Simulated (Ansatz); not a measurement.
**C₂H₇NSSi: small, medium and large basis sets**

The task here is to estimate one member of a computed series from the others.

Program: Ansatz 0.2.0, Gaussian basis. Level of theory: one geometry, several basis sets. These are calculated values, not measurements.

Levels to be run: PBE0-D4/def2-SVP; ωB97M-V/def2-SVP; PBE0-D4/def2-QZVPP; ωB97M-V/def2-QZVPP; the functionals' def2-TZVPP values are taken from earlier runs.

**The relaxed structure**

An earlier PBE0-D4 in a triple-zeta def2 set relaxation fixed the geometry.

SMILES `C=CN[SiH2]S`, 12 atoms, charge 0, spin multiplicity 1.

Atoms are counted from 1 here; the program's logs count them from 0.

Bond lengths: C1–C2 1.331 Å, C1–H6 1.081 Å, C1–H7 1.085 Å, C2–N3 1.384 Å, C2–H8 1.087 Å, N3–Si4 1.722 Å, N3–H9 1.010 Å, Si4–S5 2.139 Å, Si4–H10 1.482 Å, Si4–H11 1.481 Å, S5–H12 1.344 Å. Angles: C2–C1–H6 120.1°, C2–C1–H7 122.1°, H6–C1–H7 117.8°, C1–C2–N3 126.4°, C1–C2–H8 119.9°, N3–C2–H8 113.7°, C2–N3–Si4 125.3°, C2–N3–H9 114.1°, Si4–N3–H9 119.1°, N3–Si4–S5 115.8°, N3–Si4–H10 105.1°, N3–Si4–H11 109.7°, S5–Si4–H10 110.7°, S5–Si4–H11 102.7°, H10–Si4–H11 113.0°, Si4–S5–H12 94.7°.

Set-up of the first run:

File in.yaml:

```yaml
crystal:
  periodic: [false, false, false]
  atoms:
    - {symbol: C, position_ang: [-0.595011, 1.700345, 1.504194]}
    - {symbol: C, position_ang: [-0.457417, 0.503859, 0.936694]}
    - {symbol: N, position_ang: [0.632015, 0.060260, 0.206599]}
    - {symbol: Si, position_ang: [0.665584, -1.358782, -0.768239]}
    - {symbol: S, position_ang: [0.310291, -1.060723, -2.856117]}
    - {symbol: H, position_ang: [-1.482824, 1.931148, 2.075188]}
    - {symbol: H, position_ang: [0.167245, 2.467593, 1.422354]}
    - {symbol: H, position_ang: [-1.243913, -0.239420, 1.041801]}
    - {symbol: H, position_ang: [1.361174, 0.750375, 0.094572]}
    - {symbol: H, position_ang: [-0.360146, -2.253941, -0.183823]}
    - {symbol: H, position_ang: [2.025031, -1.945624, -0.749320]}
    - {symbol: H, position_ang: [-0.945130, -0.610190, -2.689905]}
basis:
  gaussian: {orbitals: def2-SVP}
hamiltonian: {xc: pbe0, dispersion: d4}
output: {orbitals: {seedname: orbitals}}
```

Among the steps run: PBE0-D4 in def2-SVP; ωB97M-V in def2-SVP; PBE0-D4 in def2-QZVPP; ωB97M-V in def2-QZVPP.

One table of the session follows, with a row left open; its other results are not shown here.

It belongs to the step «Density functionals: the series». 

| functional | basis | HOMO (eV) | LUMO (eV) |
| --- | --- | --- | --- |
| PBE0-D4 | def2-SVP | ? | ? |
| PBE0-D4 | def2-TZVPP | -6.29 | 0.36 |
| PBE0-D4 | def2-QZVPP | -6.32 | 0.08 |
| ωB97M-V | def2-SVP | -8.35 | 2.80 |
| ωB97M-V | def2-TZVPP | -8.47 | 2.06 |
| ωB97M-V | def2-QZVPP | -8.49 | 1.49 |

Q: Estimate the row for PBE0-D4, def2-SVP from the others.

The run gave: HOMO (eV): -6.19; LUMO (eV): 0.84. In the column «HOMO (eV)» it is the highest.
